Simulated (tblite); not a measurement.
# C3H12O2Si3: the cost of one run

The runs use tblite 0.8.0 and PySCF 2.14.0, with density-fitted response routines of our own; the level of theory stands in each step. All values are computed, except where a source is named. Atoms count from 0, in the outputs and in this text.

## (1) The molecule as given

20 atoms, charge 0, multiplicity 1; geometry from: force field or distance geometry start.

Bonds of the start (Å): C0–C1 1.32, C1–C2 1.51, C2–Si3 1.88, Si3–O4 1.67, O4–Si5 1.65, Si3–O6 1.66, O6–Si7 1.65, C0–H8 1.09, C0–H9 1.10, C1–H10 1.09, C2–H11 1.09, C2–H12 1.10, Si3–H13 1.48, Si5–H14 1.49, Si5–H15 1.48, Si5–H16 1.48, Si7–H17 1.49, Si7–H18 1.49, Si7–H19 1.48.

## (2) Geometry optimisation with GFN2-xTB

The job: settings as JSON, then the geometry in Å.

```
{"job": {"kind": "relax", "xc": "GFN2-xTB", "basis": "xTB"}, "charge": 0, "multiplicity": 1}
C     -2.017300     2.159200    -0.030500
C     -0.751100     1.771700    -0.011700
C     -0.123400     0.826700    -1.005900
Si     0.578500    -0.764900    -0.299400
O      1.830900    -0.493600     0.765500
Si     3.341500     0.168300     0.735900
O     -0.567000    -1.691800     0.466300
Si    -2.013000    -2.401500     0.131700
H     -2.712500     1.812600    -0.790400
H     -2.415500     2.845900     0.724400
H     -0.099800     2.153100     0.780800
H      0.672100     1.359000    -1.522500
H     -0.871000     0.560200    -1.767900
H      1.118800    -1.568300    -1.424400
H      3.930800     0.129500     2.100900
H      3.251100     1.581500     0.303500
H      4.209100    -0.578100    -0.203500
H     -2.591600    -3.010900     1.357700
H     -2.956100    -1.386600    -0.406300
H     -1.819800    -3.461600    -0.888500
```

On the command line:

```bash
> OMP_NUM_THREADS=1 python probes_run.py task.json out
```

One launch serves the whole session: the jobs run in the order shown.

**Question.** How long does this first job take on 1 thread of Intel Xeon Platinum 8488C, shared host, and how much memory does it need?

About 2.8 s, with a peak of 0.19 GiB.
